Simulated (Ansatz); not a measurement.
**C2H8BN3: one species, many methods**

How much do the methods differ for C2H8BN3? The plan is to run it at one geometry with functionals of several rungs and with coupled cluster. The yardstick is the atomisation energy at the CCSD(T) limit.

Program: Ansatz 0.2.0, Gaussian basis. Level of theory: functionals in def2-TZVPP, the program's frozen cores in correlated methods. These are calculated values, not measurements.

Levels to be run: PBE-D4, r2SCAN-D4, PBE0-D4, B3LYP-D4, ωB97X-V, ωB97M-V, B2PLYP; CCSD(T)/def2-TZVPP; MP2/def2-QZVPP; extrapolation to the limit.

### Step 1. The relaxed structure

An earlier PBE0-D4 in a triple-zeta def2 set relaxation fixed the geometry.

14 atoms, charge 0, spin multiplicity 1.

Atoms are counted from 1 here; the program's logs count them from 0.

Bond lengths: B1–C2 1.567 Å, B1–N4 1.594 Å, B1–H7 1.202 Å, B1–H8 1.209 Å, C2–N3 1.318 Å, C2–N4 1.290 Å, N3–H9 1.003 Å, N3–H10 1.011 Å, N4–C5 1.432 Å, C5–N6 1.457 Å, C5–H11 1.097 Å, C5–H12 1.099 Å, N6–H13 1.012 Å, N6–H14 1.013 Å. Angles: C2–B1–N4 48.2°, C2–B1–H7 121.0°, C2–B1–H8 115.8°, N4–B1–H7 115.8°, N4–B1–H8 117.2°, H7–B1–H8 119.2°, B1–C2–N3 158.9°, B1–C2–N4 67.0°, N3–C2–N4 131.3°, C2–N3–H9 120.2°, C2–N3–H10 119.1°, H9–N3–H10 120.6°, B1–N4–C2 64.8°, B1–N4–C5 149.5°, C2–N4–C5 129.9°, N4–C5–N6 109.9°, N4–C5–H11 108.1°, N4–C5–H12 109.5° and more.

### Step 2. PBE-D4 (GGA)

in.yaml reads:

```yaml
crystal:
  periodic: [false, false, false]
  atoms:
    - {symbol: B, position_ang: [-0.816220, -1.288916, 1.426159]}
    - {symbol: C, position_ang: [0.480181, -0.583537, 0.899196]}
    - {symbol: N, position_ang: [1.634961, 0.050656, 0.932470]}
    - {symbol: N, position_ang: [-0.502730, -0.518424, 0.065973]}
    - {symbol: C, position_ang: [-0.839213, 0.503598, -0.879375]}
    - {symbol: N, position_ang: [0.353783, 0.920738, -1.603744]}
    - {symbol: H, position_ang: [-0.956164, -2.478763, 1.332389]}
    - {symbol: H, position_ang: [-1.436455, -0.687188, 2.271756]}
    - {symbol: H, position_ang: [2.285333, -0.124135, 1.675712]}
    - {symbol: H, position_ang: [1.876019, 0.673435, 0.174029]}
    - {symbol: H, position_ang: [-1.640983, 0.121915, -1.523069]}
    - {symbol: H, position_ang: [-1.235319, 1.379781, -0.348087]}
    - {symbol: H, position_ang: [0.176644, 1.782317, -2.104653]}
    - {symbol: H, position_ang: [0.607266, 0.219322, -2.289958]}
basis:
  gaussian: {orbitals: def2-TZVPP}
hamiltonian: {xc: pbe, dispersion: d4}
output: {forces: true, orbitals: {seedname: orbitals}}
```

The run is started by

```console
$ ansatz run in.yaml --threads 4 --pin off --events-out ev --progress --plain --max-ram 10444MiB
```

After this run come: r2SCAN-D4 (meta-GGA); PBE0-D4 (hybrid); B3LYP-D4 (hybrid); ωB97X-V (range-separated); ωB97M-V (range-separated); B2PLYP (double hybrid); CCSD(T) in def2-TZVPP; MP2 in def2-QZVPP.

Q: Predict the results of all the runs planned. Wanted: atomisation energy, CCSD(T)/CBS; farthest; mean size of error, hybrid; mean size of error, range-separated; gap, smallest and largest; T1 diagnostic; triples share of the correlation energy.

The runs gave:

| quantity | value |
| --- | --- |
| atomisation energy, CCSD(T)/CBS | 54.385 eV |
| functionals within 0.272 eV (0.5 %) | B2PLYP |
| farthest | PBE-D4 (+2.276 eV) |
| mean size of error, hybrid | 0.788 eV |
| mean size of error, range-separated | 0.634 eV |
| gap, smallest and largest | 4.66 eV (PBE-D4), 11.28 eV (ωB97X-V) |
| T1 diagnostic | 0.0132 |
| triples share of the correlation energy | 4.2 % |

What this shows: PBE-D4 misses by +2.276 eV. Double hybrids carry the basis error of their MP2 part in triple zeta, and no dispersion term here, so their miss is partly the set-up's. The reference freezes the cores and leaves out relativity and excitations past (T), so misses under about 0.272 eV can't be ranked. Hartree-Fock recovers 69 % of the binding; the rest is correlation. The gap grows from 4.7 to 11.3 eV across the functionals, mostly with the share of exact exchange.
